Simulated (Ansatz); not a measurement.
# HPbNO4 (P2_1/m) in Ansatz: convergence with wavefunction cutoff

Aim: find how far wavefunction cutoff must go before the results for HPbNO4 settle, at PBE. This setting moves, with any that are tied to it; all else stays.

Program: Ansatz 0.2.0. These are calculated values, not measurements. Logs are shortened: lines on timing, memory, paths and dates and some standing lists are left out, and cuts for length are marked.

## Step 1: Starting point

Symmetry: P2_1/m, No. 11, monoclinic system. Conventional cell: a = 6.859 Å, b = 4.229 Å, c = 8.026 Å, α = 90.00°, β = 114.99°, γ = 90.00°. Around H (site symmetry m) lie 1 O at 0.99 Å. Pb (site symmetry m) is surrounded by 5 O at 2.47 to 2.74 Å. N (site symmetry m) has 3 O at 1.24 to 1.28 Å as nearest neighbours. O (site symmetry m) has 1 H at 0.99 Å as nearest neighbours. O (site symmetry m) has 1 N at 1.24 Å as nearest neighbours. O (site symmetry m) has 1 N at 1.27 Å as nearest neighbours. O (site symmetry m) has 1 N at 1.28 Å as nearest neighbours.

The cell was built by a generator and needn't be a form met in nature.

## Step 2: With wavefunction cutoff 200 eV

The input, input.yaml:

```yaml
crystal:
  lattice:
    - [6.85877, 0.0, 0.0]
    - [0.0, 4.22865, 0.0]
    - [-3.39101, 0.0, 7.27459]
  atoms:
    - { symbol: H, position: [0.22549, 0.75, 0.5073] }
    - { symbol: H, position: [0.77451, 0.25, 0.4927] }
    - { symbol: Pb, position: [0.30229, 0.25, 0.28494] }
    - { symbol: Pb, position: [0.69771, 0.75, 0.71506] }
    - { symbol: "N", position: [0.21484, 0.75, 0.83567] }
    - { symbol: "N", position: [0.78516, 0.25, 0.16433] }
    - { symbol: O, position: [0.33078, 0.75, 0.45338] }
    - { symbol: O, position: [0.40909, 0.75, 0.86901] }
    - { symbol: O, position: [0.15508, 0.75, 0.96537] }
    - { symbol: O, position: [0.07083, 0.75, 0.66955] }
    - { symbol: O, position: [0.66922, 0.25, 0.54661] }
    - { symbol: O, position: [0.59091, 0.25, 0.13099] }
    - { symbol: O, position: [0.84492, 0.25, 0.03463] }
    - { symbol: O, position: [0.92917, 0.25, 0.33045] }
hamiltonian:
  xc: pbe
  pseudopotentials: { kind: paw }
kpoints:
  mp_grid: { grid: [3, 4, 3] }
scf:
  occupations: { method: fermi_dirac, width: 0.05 }
output:
  forces: true
  stress: true
  eigenvalues: true
basis:
  ecutwfc: "200 eV"
```

Potentials or basis: Ansatz PAW.

Launch:

```
> ansatz run input.yaml --threads 8 --pin off --max-ram 20480MiB --backend cpu --events-out ev --progress --plain --runs-dir out
```

Wall time 0.65 s (8 threads of Intel Xeon 6975P-C (Granite Rapids), shared host); peak memory 0.56 GiB.

Results:

```
Free energy            : -29073.1332 eV
Pressure               : -5.8 GPa
Largest force          : 2.453 eV/Å
Band gap on the k mesh : 3.30 eV, indirect (least direct gap 3.52 eV)
```

## Step 3: With wavefunction cutoff 250 eV

input.yaml: that of step 2 with these lines changed.

```diff
@@ -32,2 +32,2 @@
 basis:
-  ecutwfc: "200 eV"
+  ecutwfc: "250 eV"
```

Potentials or basis: Ansatz PAW.

Launch:

```
> ansatz run input.yaml --threads 8 --pin off --max-ram 20480MiB --backend cpu --events-out ev --progress --plain --runs-dir out
```

Wall time 0.77 s (8 threads of Intel Xeon 6975P-C (Granite Rapids), shared host); peak memory 0.64 GiB.

Results:

```
Free energy            : -29123.9856 eV
Pressure               : -0.3 GPa
Largest force          : 0.400 eV/Å
Band gap on the k mesh : 3.13 eV, indirect (least direct gap 3.29 eV)
```

## Step 4: With wavefunction cutoff 300 eV

input.yaml: that of step 3 with these lines changed.

```diff
@@ -32,2 +32,2 @@
 basis:
-  ecutwfc: "250 eV"
+  ecutwfc: "300 eV"
```

Launch:

```
> ansatz run input.yaml --threads 8 --pin off --max-ram 20480MiB --backend cpu --events-out ev --progress --plain --runs-dir out
```

Wall time 1 s (8 threads of Intel Xeon 6975P-C (Granite Rapids), shared host); peak memory 0.67 GiB.

What came out:

```
Free energy            : -29138.6247 eV
Pressure               : 0.6 GPa
Largest force          : 0.357 eV/Å
Band gap on the k mesh : 3.13 eV, indirect (least direct gap 3.31 eV)
```

## Step 5: With wavefunction cutoff 350 eV

input.yaml: that of step 4 with these lines changed.

```diff
@@ -32,2 +32,2 @@
 basis:
-  ecutwfc: "300 eV"
+  ecutwfc: "350 eV"
```

Launch:

```
> ansatz run input.yaml --threads 8 --pin off --max-ram 20480MiB --backend cpu --events-out ev --progress --plain --runs-dir out
```

Run time: 1 s. Hardware: 8 threads of Intel Xeon 6975P-C (Granite Rapids), shared host; peak memory 0.78 GiB.

What came out:

```yaml
Free_energy: -29142.2785 eV
Pressure: 0.1 GPa
Largest_force: 0.096 eV/Å
Band_gap_on_the_k_mesh: 3.12 eV, indirect (least direct gap 3.31 eV)
```

## Step 6: With wavefunction cutoff 400 eV

input.yaml: that of step 5 with these lines changed.

```diff
@@ -32,2 +32,2 @@
 basis:
-  ecutwfc: "350 eV"
+  ecutwfc: "400 eV"
```

Potentials or basis: Ansatz PAW.

Launch:

```
> ansatz run input.yaml --threads 8 --pin off --max-ram 20480MiB --backend cpu --events-out ev --progress --plain --runs-dir out
```

Wall time 1.1 s (8 threads of Intel Xeon 6975P-C (Granite Rapids), shared host); peak memory 0.9 GiB.

Results (log left out):

| Quantity | Value |
| --- | --- |
| Free energy | -29143.0566 eV |
| Pressure | 0.0 GPa |
| Largest force | 0.006 eV/Å |
| Band gap on the k mesh | 3.12 eV, indirect (least direct gap 3.31 eV) |

## Step 7: With wavefunction cutoff 450 eV

input.yaml: that of step 6 with these lines changed.

```diff
@@ -32,2 +32,2 @@
 basis:
-  ecutwfc: "400 eV"
+  ecutwfc: "450 eV"
```

Launch:

```
> ansatz run input.yaml --threads 8 --pin off --max-ram 20480MiB --backend cpu --events-out ev --progress --plain --runs-dir out
```

Run time: 1.3 s. Hardware: 8 threads of Intel Xeon 6975P-C (Granite Rapids), shared host; peak memory 0.99 GiB.

The run converged. Its results:

```yaml
Free_energy: -29143.1872 eV
Pressure: 0.0 GPa
Largest_force: 0.007 eV/Å
Band_gap_on_the_k_mesh: 3.12 eV, indirect (least direct gap 3.31 eV)
```

## Step 8: With wavefunction cutoff 500 eV

input.yaml: that of step 7 with these lines changed.

```diff
@@ -32,2 +32,2 @@
 basis:
-  ecutwfc: "450 eV"
+  ecutwfc: "500 eV"
```

Launch:

```
> ansatz run input.yaml --threads 8 --pin off --max-ram 20480MiB --backend cpu --events-out ev --progress --plain --runs-dir out
```

It took 1.6 s on 8 threads of Intel Xeon 6975P-C (Granite Rapids), shared host; peak memory 1.1 GiB.

It converged, with:

- Free energy: -29143.2032 eV
- Pressure: 0.0 GPa
- Largest force: 0.013 eV/Å
- Band gap on the k mesh: 3.12 eV, indirect (least direct gap 3.31 eV)

## Step 9: With wavefunction cutoff 600 eV

input.yaml: that of step 8 with these lines changed.

```diff
@@ -32,2 +32,2 @@
 basis:
-  ecutwfc: "500 eV"
+  ecutwfc: "600 eV"
```

Potentials or basis: Ansatz PAW.

Launch:

```
> ansatz run input.yaml --threads 8 --pin off --max-ram 20480MiB --backend cpu --events-out ev --progress --plain --runs-dir out
```

It took 2 s on 8 threads of Intel Xeon 6975P-C (Granite Rapids), shared host; peak memory 1.3 GiB.

It converged, with:

| Item | Value |
| --- | --- |
| Free energy | -29143.2131 eV |
| Pressure | 0.0 GPa |
| Largest force | 0.018 eV/Å |
| Band gap on the k mesh | 3.12 eV, indirect (least direct gap 3.31 eV) |

## Step 10: With wavefunction cutoff 800 eV

input.yaml: that of step 9 with these lines changed.

```diff
@@ -32,2 +32,2 @@
 basis:
-  ecutwfc: "600 eV"
+  ecutwfc: "800 eV"
```

Potentials or basis: Ansatz PAW.

Launch:

```
> ansatz run input.yaml --threads 8 --pin off --max-ram 20480MiB --backend cpu --events-out ev --progress --plain --runs-dir out
```

The log of the run:

```text
Warning: the atoms were moved onto the symmetric positions of the space group found under crystal.symmetry.tolerance 1.0e-5 (fractional; no operation is sought that the atoms, as they stand in a round, miss by more than twice it, and no atom is moved by as much as it), and the run uses the moved positions. Before a round's move an operation carried an atom to 6.88e-5 Å from where it should land, the largest such distance. Atom 6 (counting from 0) moved farthest, by 4.01e-5 Å; the longest move in fractions of the cell, of whichever atom, is 0.49 of the tolerance, in 1 round. To run the atoms as typed, lower crystal.symmetry.tolerance until the operations that they miss are no longer found, or set crystal.symmetry.detect: false (a key that needs symmetry detection or time reversal refuses this as the deck is read). The positions used, in the order of the run's atom list: position: [0.22549, 0.75, 0.5073]; position: [0.77451, 0.25, 0.49269999999999997]; position: [0.30229, 0.25, 0.28493999999999997]; position: [0.69771, 0.75, 0.7150599999999999]; position: [0.21484, 0.75, 0.83567]; position: [0.78516, 0.25, 0.16432999999999995]; position: [0.33078, 0.75, 0.4533849999999999]; position: [0.40909, 0.75, 0.86901]; position: [0.15508, 0.75, 0.96537]; position: [0.07083, 0.75, 0.66955]; position: [0.66922, 0.25, 0.546615]; position: [0.59091, 0.25, 0.13099]; position: [0.84492, 0.25, 0.03462999999999999]; position: [0.92917, 0.25, 0.33044999999999997];
Warning: RAYON_NUM_THREADS=8 ignored (pool sized by the plan → 8); use --threads N
Engine: ansatz 0.2.0, x86_64-unknown-linux-gnu
Pseudopotentials: kind: paw
Pseudopotential: H, paw, valence charge 1, recommended cutoff 420 eV (normal), H.paw.azcp
Pseudopotential: Pb, paw, valence charge 14, recommended cutoff 420 eV (normal), Pb.paw.azcp
Pseudopotential: N, paw, valence charge 5, recommended cutoff 420 eV (normal), N.paw.azcp
Pseudopotential: O, paw, valence charge 6, recommended cutoff 420 eV (normal), O.paw.azcp
Functional definition: PBE
  parameter kappa = 0.804
  parameter beta = 0.06672455060314922
  exchange = pbe_x(kappa = kappa, mu = beta*pi^2/3)
  correlation = pbe_c(beta = beta)
Crystal: 14 atoms, lattice volume = 210.987 Å³
Basis set: ecut = 800 eV, 10813 PW (Γ), exchange–correlation on 128×80×150 points (8 copies of the dense FFT grid, shifted against one another)
Bands: 58, of which v1, the nominal top of the filled ones, is band 44 counted from 1 (43 counted from 0)
Symmetry: 4 space group operations
Space group: P21/m (ITA 11), of the structure as read, at distance tolerance 6.0e-5 Å
k-points: 15 of 36
Non-local potential: H, projectors of the file, l = 0: 2, l = 1: 1
Non-local potential: Pb, projectors of the file, l = 0: 2, l = 1: 2, l = 2: 2, l = 3: 2
Non-local potential: N, projectors of the file, l = 0: 2, l = 1: 2, l = 2: 1
Non-local potential: O, projectors of the file, l = 0: 2, l = 1: 2, l = 2: 1
PAW form: soft (Blöchl's): semilocal exchange-correlation on the pseudo side does not see the compensation charge
PAW one-centre angular grid: H, 110 points (default); XC on 64 Gauss nodes
PAW one-centre angular grid: Pb, 590 points (default); XC on 64 Gauss nodes
PAW one-centre angular grid: N, 110 points (default); XC on 64 Gauss nodes
PAW one-centre angular grid: O, 110 points (default); XC on 64 Gauss nodes
Initial density: superposition of atomic densities (neutral atoms: chi_scale 0, normalization atom), corrected by the library's trained network
Initial wavefunctions: pseudopotential atomic-orbital guess
Functional: x = pbe(κ = 0.804, μ = 0.2195149727645171), c = pbe(β = 0.06672455060314922)
SCF iter   1: F=—  HF=-29143.234508 eV  |F-HF|=—  |Δ(HF+E_count)|=         —  Δρ=3.61e-3  dr2=4.18e-2  ethr=1.77e-3  ⟨swp⟩=6.1  Hψ=3797  notcnv=0  defer=32
preconditioner: auto → Resta (q_TF=auto, 2.358 Å⁻¹)  ε∞=3.2  [insulator: Δε(μ)=3.234 eV  Ē_g=16.343 eV  σ=0.050 eV  W_gap=1.00  n_scr=48 (ndim 8)  ℏωp=24.0 eV  f_vac=0.199  D(μ)=0.00/eV (n_scr^D=0)  ε∞_Penn≈3.2]
SCF iter   2: F=—  HF=-29143.224373 eV  |F-HF|=—  |Δ(HF+E_count)|=   1.01e-2  Δρ=2.11e-3  dr2=9.53e-3  ethr=4.74e-5  ⟨swp⟩=2.1  Hψ=1359  notcnv=0  defer=105
SCF iter   3: F=—  HF=-29143.222360 eV  |F-HF|=—  |Δ(HF+E_count)|=   2.01e-3  Δρ=9.95e-4  dr2=3.79e-3  ethr=1.08e-5  ⟨swp⟩=2.1  Hψ=1300  notcnv=0  defer=15
automatic band count: iteration 3 solves 52 bands in place of 58: the levels show a gap, and the empty bands left out lie too high to hold charge; the band table lists the bands solved (type scf.n_extra_bands for more)
SCF iter   4: F=—  HF=-29143.221559 eV  |F-HF|=—  |Δ(HF+E_count)|=   8.01e-4  Δρ=5.08e-4  dr2=5.94e-4  ethr=4.31e-6  ⟨swp⟩=2.1  Hψ=1281  notcnv=0  defer=15
SCF iter   5: F=—  HF=-29143.221492 eV  |F-HF|=—  |Δ(HF+E_count)|=   6.66e-5  Δρ=2.72e-4  dr2=1.50e-4  ethr=6.75e-7  ⟨swp⟩=2.0  Hψ=1364  notcnv=0  defer=15
SCF iter   6: F=—  HF=-29143.221483 eV  |F-HF|=—  |Δ(HF+E_count)|=   8.56e-6  Δρ=8.68e-5  dr2=1.22e-5  ethr=1.71e-7  ⟨swp⟩=2.1  Hψ=1092  notcnv=0  defer=15
SCF iter   7: F=—  HF=-29143.221271 eV  |F-HF|=—  |Δ(HF+E_count)|=   2.12e-4  Δρ=2.86e-5  dr2=1.81e-6  ethr=1.38e-8  ⟨swp⟩=2.0  Hψ=1138  notcnv=0  defer=15
SCF iter   8: F=—  HF=-29143.221272 eV  |F-HF|=—  |Δ(HF+E_count)|=   6.60e-7  Δρ=2.51e-5  dr2=1.28e-6  ethr=2.06e-9  ⟨swp⟩=2.0  Hψ=1424  notcnv=0  defer=15
SCF iter   9: F=-29143.221272 eV  HF=-29143.221272 eV  |F-HF|=2.62e-8  |Δ(HF+E_count)|=   1.43e-7  Δρ=5.42e-6  dr2=4.78e-8  ethr=1.14e-10  ⟨swp⟩=6.7  Hψ=4020  notcnv=0
SCF 1 converged in 9 iterations: F = -29143.221272 eV  dr2 = 4.78e-8
SCF converged after 9 iterations
Free energy (F): -29143.221272 eV
Harris-Foulkes:  -29143.221272 eV  (|F-HF|=2.62e-8)
Internal energy: -29143.221272 eV  (E = F + TS)
E sigma→0 (E₀):  -29143.221272 eV
Fermi energy:    4.212994 eV
--- Per-component energies (eV) ---
  E_band       = -615.923723
  E_kinetic    = 2253.770887
  E_local      = -7330.037381  (includes V_loc(G=0)·N_el)
  E_nonlocal   = 1180.956063
  E_hartree    = 2721.190039
  E_xc         = -1161.596870
  E_vxc        = -1181.707199  (∫ρ·V_xc dr)
  E_paw        = -22323.208707  (= ΣΔE_a)
  E_vpaw       = -981.288218  (= ΣTr[D̂ρ^β])
  E_aug_tail   = 0.001324  (compensation charges beyond the density's cutoff)
  E_ewald      = -4484.296626
  E_smearing   = -0.000000  (= −TS)
  E_closure    = 0.000000  (closes the sum)
  Σ components = -29143.221272   (vs F -29143.221272, Δ=0.00e0)
--- Forces (eV/Å), atoms counted from 1 ---
  atom   1  H      0.02038910    -0.00000000    -0.00828744
  atom   2  H     -0.02038910     0.00000000     0.00828744
  atom   3  Pb    -0.00194140    -0.00000000     0.00144338
  atom   4  Pb     0.00194140     0.00000000    -0.00144338
  atom   5  N      0.00735123    -0.00000000     0.00459819
  atom   6  N     -0.00735123     0.00000000    -0.00459819
  atom   7  O     -0.01848633     0.00000000     0.00730341
  atom   8  O     -0.01684457    -0.00000000    -0.00478602
  atom   9  O      0.00631908     0.00000000    -0.01300236
  atom  10  O      0.00022080    -0.00000000     0.01314768
  atom  11  O      0.01848633    -0.00000000    -0.00730341
  atom  12  O      0.01684457     0.00000000     0.00478602
  atom  13  O     -0.00631908    -0.00000000     0.01300236
  atom  14  O     -0.00022080     0.00000000    -0.01314768
  max |Σ_I F_I| component: 8.24e-18 eV/Å
--- Stress (GPa, compression-positive) ---
       -0.105557       0.000000       0.000803
        0.000000       0.038789      -0.000000
        0.000798      -0.000000      -0.033131
  P = ⅓ Tr σ = -0.0333 GPa (-0.333 kbar)
--- Band table (eV; the first three rows and the last of 15) ---
  k-point 0: bands = ["-22.8551", "-22.8169", "-17.5543", "-17.4704", "-17.2032", "-17.1467", "-15.3207", "-15.1374", "-12.5763", "-12.5605", "-12.5532", "-12.5414", "-12.5325", "-12.5298", "-12.5179", "-12.5157", "-12.4703", "-12.2742", "-7.1513", "-6.6377", "-4.9478", "-4.9240", "-4.9207", "-4.7761", "-4.6074", "-4.4338", "-3.7775", "-3.2719", "-1.8866", "-0.9686", "-0.2957", "0.1151", "0.3377", "0.4888", "0.8288", "0.9002", "0.9617", "0.9683", "1.2043", "1.2146", "1.3731", "2.3205", "2.3430", "2.5946", "5.9101", "6.5672", "6.8752", "6.8868", "8.2863", "8.6997", "8.8888", "8.9194"]
  k-point 1: bands = ["-22.8527", "-22.8194", "-17.5513", "-17.4725", "-17.1907", "-17.1623", "-15.3176", "-15.1362", "-12.5765", "-12.5601", "-12.5530", "-12.5411", "-12.5342", "-12.5274", "-12.5175", "-12.5148", "-12.4718", "-12.2763", "-7.1405", "-6.6974", "-5.0961", "-4.9338", "-4.7903", "-4.6698", "-4.5795", "-4.4757", "-3.6358", "-3.3300", "-1.9452", "-1.1294", "-0.2206", "0.0774", "0.1585", "0.5488", "0.7894", "0.9850", "1.0732", "1.1554", "1.1971", "1.2635", "1.2692", "2.2752", "2.4095", "2.5039", "5.9528", "6.4804", "6.8174", "6.8759", "7.9254", "8.5252", "9.1307", "9.6323"]
  k-point 2: bands = ["-22.8470", "-22.8200", "-17.5397", "-17.4803", "-17.1930", "-17.1529", "-15.2858", "-15.1573", "-12.5651", "-12.5633", "-12.5524", "-12.5368", "-12.5336", "-12.5149", "-12.5023", "-12.4997", "-12.4317", "-12.2752", "-7.0820", "-6.7217", "-5.0154", "-4.9020", "-4.8173", "-4.8118", "-4.5805", "-4.4707", "-3.7922", "-3.3208", "-2.3478", "-1.5012", "-0.3109", "0.2037", "0.4710", "0.5270", "0.6187", "0.9070", "0.9084", "1.0211", "1.2318", "1.3575", "1.6880", "2.2723", "2.3702", "2.4863", "5.8769", "6.3503", "7.2193", "7.4222", "8.0121", "8.3310", "8.8702", "8.9324"]
  k-point 14: bands = ["-22.8304", "-22.8304", "-17.5119", "-17.5119", "-17.1710", "-17.1710", "-15.2147", "-15.2147", "-12.5541", "-12.5541", "-12.5430", "-12.5430", "-12.5219", "-12.5219", "-12.4772", "-12.4772", "-12.3329", "-12.3329", "-6.8566", "-6.8566", "-5.0692", "-5.0692", "-4.8030", "-4.8030", "-4.4799", "-4.4799", "-3.6659", "-3.6659", "-2.3812", "-2.3812", "0.2081", "0.2081", "0.3747", "0.3747", "0.7778", "0.7778", "1.0024", "1.0024", "1.3217", "1.3217", "2.0029", "2.0029", "2.4855", "2.4855", "6.0851", "6.0851", "7.2597", "7.2597", "8.2084", "8.2084", "8.9655", "8.9655"]
```

It took 2.8 s on 8 threads of Intel Xeon 6975P-C (Granite Rapids), shared host; peak memory 1.8 GiB.

Results:

```
Free energy            : -29143.2213 eV
Pressure               : 0.0 GPa
Largest force          : 0.022 eV/Å
Band gap on the k mesh : 3.12 eV, indirect (least direct gap 3.31 eV)
```

## Step 11: The series at a glance

| wavefunction cutoff | energy less the tightest run, at zero smearing (meV/atom) | pressure (GPa) | largest force (eV/Å) | gap on the mesh (eV) | SCF cycles | CPU time (s) | peak memory (GiB) |
| --- | --- | --- | --- | --- | --- | --- | --- |
| 200 eV | 5006.29 | -5.85 | 2.453 | 3.298 | 11 | 3.4 | 0.56 |
| 250 eV | 1373.98 | -0.33 | 0.400 | 3.130 | 11 | 4.3 | 0.64 |
| 300 eV | 328.32 | 0.58 | 0.357 | 3.134 | 10 | 6.1 | 0.67 |
| 350 eV | 67.34 | 0.13 | 0.096 | 3.121 | 9 | 6.2 | 0.78 |
| 400 eV | 11.77 | 0.01 | 0.006 | 3.119 | 9 | 7.1 | 0.9 |
| 450 eV | 2.43 | 0.00 | 0.007 | 3.119 | 9 | 8 | 0.99 |
| 500 eV | 1.29 | -0.01 | 0.013 | 3.119 | 9 | 10 | 1.1 |
| 600 eV | 0.58 | -0.02 | 0.018 | 3.119 | 9 | 13 | 1.3 |
| 800 eV | 0.00 | -0.03 | 0.022 | 3.119 | 9 | 20 | 1.8 |

Against the tightest run, the energy stays within 1 meV/atom from 600 eV on; the pressure stays within 0.1 GPa from 400 eV on; the largest force stays within 0.005 eV/Å from 600 eV on; the gap on the mesh stays within 0.01 eV from 350 eV on. The tightest run that finished is the yardstick and may itself not be fully converged.

Caveats: odd divisions of the mesh miss points on the zone boundary, where band edges often lie, so the gap on the mesh can be too wide; spin-orbit coupling is left out, which as a rule narrows the gap of such compounds by several tenths of an eV.
